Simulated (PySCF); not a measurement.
# FeOOH: sextet, from a PBE0 minimum start

Where does sextet FeOOH go from a PBE0 minimum start, is the end point a minimum, and what are its modes, charges and moments?

Program: PySCF 2.14.0. Level of theory: PBE0, basis Fe def2-SVP, O def2-SVP, H def2-SVP, no relativity, density fitting. These are calculated values, not measurements.

### 1 Where the work starts

4 atoms, charge 0, spin multiplicity 6.

Bond lengths: Fe1–O2 1.625 Å, Fe1–O3 1.786 Å, O3–H4 0.958 Å. Angles: O2–Fe1–O3 167.5°, Fe1–O3–H4 135.8°.

Z-matrix (Å, degrees; charge 0 multiplicity 6):
```
Fe
O  1 1.6249
O  1 1.7857 2 167.48
H  3 0.9579 1 135.80 2 0.00
```

### 2 Finding the electronic state

The steps below are one call of a driver around PySCF. For each, scf.py gives the equivalent set-up of the SCF; relaxations use the driver's own optimiser. After this first run the driver tries any further starts and a stability analysis.

File scf.py:

```python
from pyscf import gto, scf, dft
mol = gto.M(atom='''
Fe     0.055575    -0.042754    -0.051900
O      1.679599    -0.017948    -0.004144
O     -1.699299     0.174941     0.196684
H     -2.250697     0.672489     0.801678''',
    basis={'Fe': 'def2-SVP', 'O': 'def2-SVP', 'H': 'def2-SVP'},
    charge=0, spin=5)
mf = dft.UKS(mol, xc='PBE0')
mf.grids.atom_grid = (50, 194)
aux = {'Fe': 'def2-universal-JKFIT', 'O': 'def2-universal-JKFIT', 'H': 'def2-universal-JKFIT'}
mf = mf.density_fit(auxbasis=aux)
mf.conv_tol = 1e-08
mf.diis_space = 10
mf.max_cycle = 60
mf.init_guess = 'minao'
mf.verbose = 4
mf.kernel()
```

Launch:

```sh
OMP_NUM_THREADS=2 python axn.py task.json out
```

After this run come: Relaxing the sextet from the PBE0 minimum start; Hessian and properties.

Before running it: what results should come out? Wanted: minimum; geometry; wavenumbers; dipole moment; highest occupied, lowest empty level; polar-tensor charge of Fe1; zero-point energy; atomisation energy; ⟨S²⟩.

The runs gave:

| quantity | value |
| --- | --- |
| minimum | sextet, Cs |
| geometry | Fe–O 1.625 Å, Fe–O 1.785 Å, O–H 0.958 Å; Fe–O–H 136.2°, O–Fe–O 167.4° |
| wavenumbers (cm⁻¹) | 66 (a'), 120 (a''), 368 (a'), 704 (a'), 950 (a'), 3988 (a') |
| dipole moment | 2.29 D |
| highest occupied, lowest empty level (either spin) | -7.54, -3.03 eV |
| polar-tensor charge of Fe1 | +1.34 e |
| zero-point energy | 37.1 kJ/mol |
| entropy at 298.15 K | 304.8 J/(mol K) |
| atomisation energy (no zero-point energy) | 1178 kJ/mol |
| ⟨S²⟩ | 8.769 |

What this shows: The PBE0 minimum start keeps its Cs symmetry and ends in a minimum. The strongest infrared band lies at 368 cm⁻¹ (a'). Most of the spin sits on Fe1 (Mulliken spin 4.06, against 5 for the whole molecule). Only this shape and spin were tried, so other structures or states may lie lower. Open d and f shells are described by one determinant, and the ground state may have another occupation or spin.
